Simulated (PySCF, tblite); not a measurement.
# C₇H₆NPS: geometry, infrared bands and NMR shifts

Aim: predict the infrared bands and NMR shifts of C₇H₆NPS (`CSc1cccpc1C#N`).

Programs: tblite 0.8.0 and PySCF 2.14.0, with density-fitted response routines of our own. Each step states its level of theory. These are calculated values for one molecule in the gas phase, unless marked as measured. Atoms count from 0, in the outputs and in this text.

## 1. The starting structure

16 atoms, charge 0, multiplicity 1; geometry from: force field or distance geometry start.

Bonds of the start (Å): C0–S1 1.78, S1–C2 1.82, C2–C3 1.34, C3–C4 1.36, C4–C5 1.38, C5–P6 1.74, P6–C7 1.73, C7–C8 1.44, C8–N9 1.17, C7–C2 1.38, C0–H10 1.13, C0–H11 1.14, C0–H12 1.08, C3–H13 1.11, C4–H14 1.09, C5–H15 1.07.

## 2. Relaxing the molecule with GFN2-xTB

What the job is given:

```
{"job": {"kind": "relax", "xc": "GFN2-xTB", "basis": "xTB"}, "charge": 0, "multiplicity": 1}
C     -2.764800    -0.711200     0.008200
S     -1.784800     0.770900    -0.144300
C      0.007300     0.458600    -0.050200
C      0.438800    -0.806200     0.095900
C      1.724100    -1.233100     0.193100
C      2.834100    -0.422800     0.118900
P      2.509200     1.273400    -0.085100
C      0.806000     1.580800    -0.156500
C      0.250300     2.902700    -0.326700
N     -0.211100     3.969500    -0.463700
H     -3.203600    -0.833900     1.041400
H     -3.700200    -0.554400    -0.621100
H     -2.321400    -1.641100    -0.317600
H     -0.335300    -1.595100     0.171200
H      1.929400    -2.297300     0.316500
H      3.814400    -0.852000     0.208600
```

Launch:

```sh
> OMP_NUM_THREADS=1 python probes_run.py task.json out
```

The driver reads the jobs from task.json and runs them one after another.

**Question.** This job is followed by: GFN2-xTB harmonic vibrations, gas phase; GIAO PBE0/pcSseg-1 NMR shielding, non-relativistic, gas phase. What will the session give for the following? strongest single infrared mode (GFN2-xTB); zero-point energy (GFN2-xTB); 13C shifts against TMS (PBE0/pcSseg-1); 1H shifts against TMS (PBE0/pcSseg-1, means over atoms taken as alike); 33S shifts against CS2 (PBE0/pcSseg-1); 31P shifts against H3PO4 (PBE0/pcSseg-1); 15N shifts against NH3 (PBE0/pcSseg-1); surface potential, 1st and 99th percentile.

The runs gave:

| quantity | value |
| --- | --- |
| strongest single infrared mode (GFN2-xTB) | 2349 cm⁻¹, 186 km/mol |
| zero-point energy (GFN2-xTB) | 67.9 kcal/mol |
| 13C shifts against TMS (PBE0/pcSseg-1) | 162.0, 158.3, 140.2, 139.3, 127.1, 122.1, 19.0 ppm |
| 1H shifts against TMS (PBE0/pcSseg-1, means over atoms taken as alike) | 8.80, 8.02, 7.15, 2.48 ppm |
| 33S shifts against CS2 (PBE0/pcSseg-1) | 56 ppm |
| 31P shifts against H3PO4 (PBE0/pcSseg-1) | 271.8 ppm |
| 15N shifts against NH3 (PBE0/pcSseg-1) | 344.0 ppm |
| surface potential, 1st and 99th percentile | -1.86 V and 1.46 V |

In words: Over 73 steps the energy fell by 0.796 eV; of the close pairs, S1–C2 changed most, 1.822 to 1.765 Å. No mode is imaginary among the 42: a minimum at this level. The strongest single mode, at 2349 cm⁻¹, moves mainly C8 and N9. GFN2-xTB is a fitted tight-binding method: band positions and strengths are rough. Its intensities can rank the bands wrongly. At PBE0/pcSseg-1: The largest span, 773 ppm, is at P6, where the paramagnetic term is -918 ppm. NICS(1)zz of -22 ppm above the planar ring from C2 marks a diatropic (aromatic) ring current. At PBE0/pcSseg-1, counted by nearest atom on the grid, the HOMO lies on S1 53 %; C5 11 %, the LUMO on P6 37 %; C7 16 %.
